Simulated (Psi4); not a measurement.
**SnH2F2 (SMILES [F][SnH2][F]), run twice**

Aim: energy and forces of SnH2F2 at MP2/def2-TZVPP (density fitting, core potential, density fitting for correlation).

The calculation is run with Psi4 1.11.

3 further runs of the same task are left out: 3 set aside as unsound or not needed.

## Step 1: The structure to begin with

SnH2F2: 5 atoms, total charge 0, spin state singlet. SMILES: `[F][SnH2][F]`. Geometry: relaxed at PBE0-D4/def2-TZVP.

Bond lengths: F1–Sn2 1.909 Å, Sn2–F3 1.909 Å, Sn2–H4 1.692 Å, Sn2–H5 1.692 Å. Angles: F1–Sn2–F3 103.3°, F1–Sn2–H4 107.1°, F1–Sn2–H5 107.1°, F3–Sn2–H4 107.1°, F3–Sn2–H5 107.1°, H4–Sn2–H5 123.6°.

## Step 2: Try one

f2h2sn.in reads:

```
memory 1600 MB

molecule geom {
  0 2
  F
  Sn 1 R2
  F 2 R3 1 A3
  H 2 R4 1 A4 3 D4
  H 2 R5 4 A5 1 D5

  R2 = 1.908777
  R3 = 1.908826
  A3 = 103.28226
  R4 = 1.692281
  A4 = 107.06537
  D4 = -112.82323
  R5 = 1.69228
  A5 = 123.55331
  D5 = 124.88985
  no_reorient
  no_com
}

set basis def2-TZVPP
set scf_type df
set num_frozen_docc 6
set mp2_type df

E, wfn = gradient("mp2", return_wfn=True)
```

On the command line:

```bash
$ psi4 f2h2sn.in f2h2sn.out -n 1
```

f2h2sn.out:

```text
Psi4 1.11 release

qcelemental.exceptions.ValidationError: Inconsistent or unspecified chg/mult: sys chg: None, frag chg: [0.0], sys mult: None, frag mult: [2]

Printing out the relevant lines from the Psithon --> Python processed input file:
    from psi4.driver.wrapper_database import database, db, DB_RGT, DB_RXN
    from psi4.driver.wrapper_autofrag import auto_fragments
    psi4_io = core.IOManager.shared_object()
    core.set_memory_bytes(1600000000)

--> geom = geometry("""
      0 2
      F
      Sn 1 R2
      F 2 R3 1 A3
      H 2 R4 1 A4 3 D4

!----------------------------------------------------------------------------------!
!                                                                                  !
!  Inconsistent or unspecified chg/mult: sys chg: None, frag chg: [0.0], sys mult: !
!     None, frag mult: [2]                                                         !
!                                                                                  !
!----------------------------------------------------------------------------------!

    Psi4 run time: 0:00:00.00
```

Wall time 1.2 s (1 thread of AMD EPYC 7R43 (Zen 3), shared host); peak memory 0.13 GiB.

## Step 3: Diagnosis

The input was rejected.

The log says `qcelemental.exceptions.ValidationError: Inconsistent or unspecified chg/mult: sys chg: None, frag chg: [0.0], sys mult: None, frag mult: [2]`. Cause: the spin state typed doesn't suit the molecule. To mend it: multiplicity 1 in place of 2.

## Step 4: Try two

calc.inp reads:

```
memory 1600 mb

molecule m {
  0 1
  F
  Sn 1 R2
  F 2 R3 1 A3
  H 2 R4 1 A4 3 D4
  H 2 R5 4 A5 1 D5

  R2 = 1.908777
  R3 = 1.908826
  A3 = 103.28226
  R4 = 1.692281
  A4 = 107.06537
  D4 = -112.82323
  R5 = 1.69228
  A5 = 123.55331
  D5 = 124.88985
  units angstrom
  no_reorient
  no_com
}

set globals {
  basis           def2-TZVPP
  scf_type        df
  num_frozen_docc 6
  mp2_type        df
}

result, w = gradient("mp2", return_wfn=True)
```

On the command line:

```bash
$ psi4 -i calc.inp -o calc.out -n 1
```

calc.out:

```text
[...]
    !!!  WARNING: ECP capability is in beta. Please check occupations closely.  !!!
[...]
  Running in c1 symmetry.
[...]
  Nuclear repulsion =  144.609739608960439
[...]
  Multiplicity = 1
[...]
  Nalpha       = 21
  Nbeta        = 21
[...]
    Number of basis functions: 140
[...]
 WARNING: Atomic UHF is not converging! Try casting from a smaller basis or call Rob at CCMST.
   -------------------------
[...]
   @DF-RHF iter   1:  -413.41826002701674   -2.28135e+00   4.31484e-03 DIIS/ADIIS
[...]
   @DF-RHF iter  14:  -413.53271941282190    1.02318e-12   7.74486e-11 DIIS
[...]
    Orbital Energies [Eh]
    ---------------------
    Doubly Occupied:
       1A    -26.250340     2A    -26.250330     3A     -5.919002
       4A     -4.111015     5A     -4.110424     6A     -4.108008
       7A     -1.544459     8A     -1.539282     9A     -1.378794
      10A     -1.377510    11A     -1.373973    12A     -1.369683
      13A     -1.359051    14A     -0.731763    15A     -0.629100
      16A     -0.628724    17A     -0.625676    18A     -0.610476
      19A     -0.598532    20A     -0.554186    21A     -0.491373
[...]
  @DF-RHF Final Energy:  -413.53271941282190
   => Energetics <=
    Nuclear Repulsion Energy =            144.6097396089604388
    One-Electron Energy =                -945.1615147427920647
    Two-Electron Energy =                 387.0190557210096927
    Total Energy =                       -413.5327194128219048
[...]
 Multipole Moments:
 ------------------------------------------------------------------------------------
     Multipole            Electronic (a.u.)      Nuclear  (a.u.)        Total (a.u.)
 ------------------------------------------------------------------------------------
 L = 1.  Multiply by 2.5417464519 to convert [e a0] to [Debye]
 Dipole X            :          0.0000948           -0.0000620            0.0000328
 Dipole Y            :         13.5091420          -12.3347082            1.1744338
 Dipole Z            :         10.6909458           -9.7615837            0.9293621
 Magnitude           :                                                    1.4976677
[...]
  -Total Gradient:
     Atom            X                  Y                   Z
    ------   -----------------  -----------------  -----------------
       1       -0.000001047011    -0.000114486735    -0.002239928151
       2        0.000002598657    -0.002416094511    -0.001934425483
       3       -0.000000753429    -0.002228985428     0.000408288619
       4       -0.006278072799     0.002379275627     0.001882397024
       5        0.006277274582     0.002380291046     0.001883667986
[...]
```

It took 12 s on 1 thread of AMD EPYC 7R43 (Zen 3), shared host; peak memory 0.38 GiB.

## Step 5: Outcome

At MP2/def2-TZVPP (density fitting, core potential, density fitting for correlation):

| quantity | value |
| --- | --- |
| total energy | -414.36282 Eh |
| correlation energy (6 core orbitals frozen) | -830.1 mEh |
| largest force on an atom | 0.359 eV/Å |

In words: The largest force is 0.36 eV/Å: the shape isn't a stationary point for this species at this level.
